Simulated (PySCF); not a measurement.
# H4LaN2 (La(NH2)2+): the cost of one run

The runs use PySCF 2.14.0; PBE0, La def2-SVP with ECP46, N def2-SVP, H def2-SVP; scalar-relativistic core potentials, no spin–orbit coupling.

1 further run of the same task is left out (for a known fault of the program).

## Step 1: The starting structure

7 atoms, charge 1, spin multiplicity 1.

Bond lengths: La1–N2 2.358 Å, La1–N5 2.358 Å, N2–H3 1.018 Å, N2–H4 1.018 Å, N5–H6 1.018 Å, N5–H7 1.018 Å. Angles: N2–La1–N5 131.8°, La1–N2–H3 125.4°, La1–N2–H4 125.4°, H3–N2–H4 109.2°, La1–N5–H6 125.4°, La1–N5–H7 125.4°, H6–N5–H7 109.2°.

Coordinates:

```tsv
atom	x (Å)	y (Å)	z (Å)
La1	0.0000	0.0000	0.0000
N2	2.1523	0.0000	0.9632
H3	2.6908	-0.8300	1.2042
H4	2.6908	0.8300	1.2042
N5	-2.1523	0.0000	0.9632
H6	-2.6908	0.8300	1.2042
H7	-2.6908	-0.8300	1.2042
```

Formal oxidation states: La +3.

## Step 2: SCF at the start, singlet

The input, run.py (the lines that set the calculation):

```python
mol = gto.M(atom='''
La     0.00000     0.00000     0.00000
N      2.15230     0.00000     0.96320
H      2.69080    -0.83000     1.20420
H      2.69080     0.83000     1.20420
N     -2.15230     0.00000     0.96320
H     -2.69080     0.83000     1.20420
H     -2.69080    -0.83000     1.20420''',
    basis={'La': 'def2-SVP', 'N': 'def2-SVP', 'H': 'def2-SVP'},
    ecp={'La': 'def2-SVP'},
    charge=1, spin=0)
mf = dft.RKS(mol, xc='PBE0')
mf.grids.atom_grid = (50, 194)  # f atoms: unpruned, at least (60, 302)
mf = mf.density_fit()  # fitting sets: La def2-universal-JKFIT, N def2-universal-JKFIT, H def2-universal-JKFIT
mf.conv_tol = 1e-08; mf.max_cycle = 55
mf.kernel(dm0)  # dm0: free metal ions and neutral atoms
```

Started as:

```console
$ OMP_NUM_THREADS=2 python run.py
```

**Question.** How long does this run take on 2 threads of Intel Xeon at 2.50GHz (Skylake/Cascade Lake), shared host, and how much memory does it need?

About 6.8 s, with a peak of 0.48 GiB.
